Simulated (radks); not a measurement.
# K in [Ar] 4s1: an all-electron calculation

The task here is to estimate one member of a computed series from the others.

Program: radks (a radial shooting solver on a logarithmic mesh, Libxc functionals) version 1. Level of theory: scalar-relativistic Kohn-Sham, exchange-only PBE, spin-polarised, spherical densities, point nucleus; open shells are filled with parallel spins first. These are calculated values, not measurements, unless marked.

## What is computed

| Quantity | Value |
| --- | --- |
| element | potassium (Z = 19) |
| charge | 0 |
| electrons | 19 |
| configuration | [Ar] 4s1 |

Outer shells as boxes (Hund's rule):

K
```
[Ar] core
4s [↑ ]
```

Set-up of the first run:

Settings of this run:

```text
Z 19
configuration [Ar] 4s1
relativity scalar-relativistic
functional pbe,
spin polarised
nucleus point
c 137.035999084
```

On the command line:

```
python run_ks.py task.json out
```

All runs below come from this command, one after another.

Among the steps run: Self-consistent calculation.

One of the session's tables, all rows but one given; the rest of the session is left out.

It belongs to the step «Shells». Radial moments (bohr):

```
  level      <r>  outermost maximum (interpolated)  90 % within  nodes
  1s up  0.08105                            0.0530        0.145      0
1s down  0.08105                            0.0530        0.145      0
  2s up   0.3878                             0.318        0.605      1
2s down   0.3878                             0.318        0.605      1
  2p up   0.3507                             0.263        0.580      0
2p down   0.3506                             0.263        0.580      0
  3s up        ?                                 ?            ?      ?
3s down    1.269                              1.08         1.92      2
  3p up    1.447                              1.16         2.27      1
3p down    1.438                              1.15         2.25      1
  4s up    5.057                              4.15         7.72      3
```

**Question.** Estimate the row for 3s up.

The run gave: <r>: 1.271; outermost maximum (interpolated): 1.08; 90 % within: 1.92; nodes: 2. In the column «<r>» it lies between 3s down (1.269) and 3p down (1.438).
